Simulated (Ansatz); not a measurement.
# Cd4SeS3: the cost of one run

Computed with Ansatz 0.2.0 (DFT PBE, scalar-relativistic, plane waves, PAW, unless a step's input says otherwise).

**1. The starting structure**

It takes space group P-43m (No. 215, cubic). The conventional cell has a = 5.992 Å, b = 5.992 Å, c = 5.992 Å, α = 90.00°, β = 90.00°, γ = 90.00°. Cd (site symmetry 3m) is surrounded by 3 S at 2.58 Å and 1 Se at 2.65 Å. Se (site symmetry -43m) is surrounded by 4 Cd at 2.65 Å. S (site symmetry -42m) has 4 Cd at 2.58 Å as nearest neighbours.

Structure file:

```cif
data_structure
_symmetry_space_group_name_H-M 'P 1'
_symmetry_Int_Tables_number 1
_cell_length_a 5.9920
_cell_length_b 5.9920
_cell_length_c 5.9920
_cell_angle_alpha 90.000
_cell_angle_beta 90.000
_cell_angle_gamma 90.000
_cell_volume 215.13
loop_
_atom_site_label
_atom_site_type_symbol
_atom_site_fract_x
_atom_site_fract_y
_atom_site_fract_z
_atom_site_occupancy
Cd1 Cd 0.24427 0.75573 0.24427 1
Cd2 Cd 0.24427 0.24427 0.75573 1
Cd3 Cd 0.75573 0.75573 0.75573 1
Cd4 Cd 0.75573 0.24427 0.24427 1
Se1 Se 0.50000 0.50000 0.50000 1
S1 S 0.50000 0.00000 0.00000 1
S2 S 0.00000 0.00000 0.50000 1
S3 S 0.00000 0.50000 0.00000 1
```

The start is the relaxed end of an invented cell (made as: elements ordered on the sites of the CdSe type, S/Se on Se (P-43m, No. 215)), taken up again for a closer look.

**2. Probe: one point on a coarse mesh**

File input.yaml:

```yaml
crystal:
  lattice:
    - [5.9919743, 0.0, 0.0]
    - [0.0, 5.9919743, 0.0]
    - [0.0, 0.0, 5.9919743]
  atoms:
    - { symbol: Cd, position: [0.244271, 0.755729, 0.244271] }
    - { symbol: Cd, position: [0.244271, 0.244271, 0.755729] }
    - { symbol: Cd, position: [0.755729, 0.755729, 0.755729] }
    - { symbol: Cd, position: [0.755729, 0.244271, 0.244271] }
    - { symbol: Se, position: [0.5, 0.5, 0.5] }
    - { symbol: S, position: [0.5, 0.0, 0.0] }
    - { symbol: S, position: [0.0, 0.0, 0.5] }
    - { symbol: S, position: [0.0, 0.5, 0.0] }
basis:
  ecutwfc: 420
kpoints:
  mp_grid: { grid: [4, 4, 4] }
hamiltonian:
  xc: pbe
scf:
  occupations: { method: gaussian, width: 0.1 }
  lower_state_search: "off"
output:
  forces: true
  stress: true
  eigenvalues: true
```

The run is started by

```
> ansatz run input.yaml --threads 4 --pin off --max-ram 8192MiB --backend cpu --events-out ev --progress --plain --runs-dir out
```

What time and memory should one allow on 4 threads of Arm Neoverse V1, shared host?

About 3.7 s, with a peak of 0.65 GiB.
